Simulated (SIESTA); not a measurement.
Pb under changes of volume

One of the cells (31.532 Å³/atom); the others are scaled copies at fixed shape and fractional positions:

```xyz
4
Lattice="3.5477 0.0000 0.0000 -1.7739 3.0724 0.0000 0.0000 0.0000 11.5714" Properties=species:S:1:pos:R:3 pbc="T T T"
Pb    1.7739    1.0241    8.6785
Pb    0.0000    0.0000    5.7857
Pb    0.0000    2.0483    2.8928
Pb    0.0000    0.0000    0.0000
```

This isn't the form of Pb at room conditions, which is fcc.

| Quantity | Value |
| --- | --- |
| Program | SIESTA 5.4.2 |
| Functional | PBEsol |
| Potentials or basis | PseudoDojo 0.4 standard (PBEsol files) |
| Basis | DZP (energy shift 0.003 Ry; two zetas on semicore shells) |
| Grid cutoff | 500 Ry |
| Energy shift | 0.003 Ry |
| k mesh | 9 × 9 × 3 |
| Occupations | fermi-dirac, width 0.05 eV |
| Spin | no spin polarisation |

| volume (Å³/atom) | energy over the lowest point (meV/atom) | pressure (GPa) |
| --- | --- | --- |
| 29.059 | ? | ? |
| 29.677 | 1.68 | 0.9 |
| 30.295 | 0.00 | 0.0 |
| 31.532 | 7.17 | -1.7 |
| 32.150 | 14.96 | -2.4 |
| 32.769 | 25.49 | -3.1 |

Task: What does the run at 29.059 Å³/atom give?

Result: Energy over the lowest point 7.02 meV/atom; pressure 1.9 GPa.

Worked out: A Birch-Murnaghan fit of order 3 (a polynomial in V^(-2/3)) to the other rows has its minimum at 30.26 Å³/atom with B0 = V·E''(V) = 46 GPa and B' = 4.9 at fixed shape and positions, which overstates the stiffness. It gives 7.35 meV/atom at 29.059 Å³/atom, against the run's 7.02, and -dE/dV = 2.0 GPa, against 1.9.

Energies are extrapolated to zero smearing.

Caveats: the basis of atomic orbitals isn't converged, which shifts pressures, moduli and gaps.
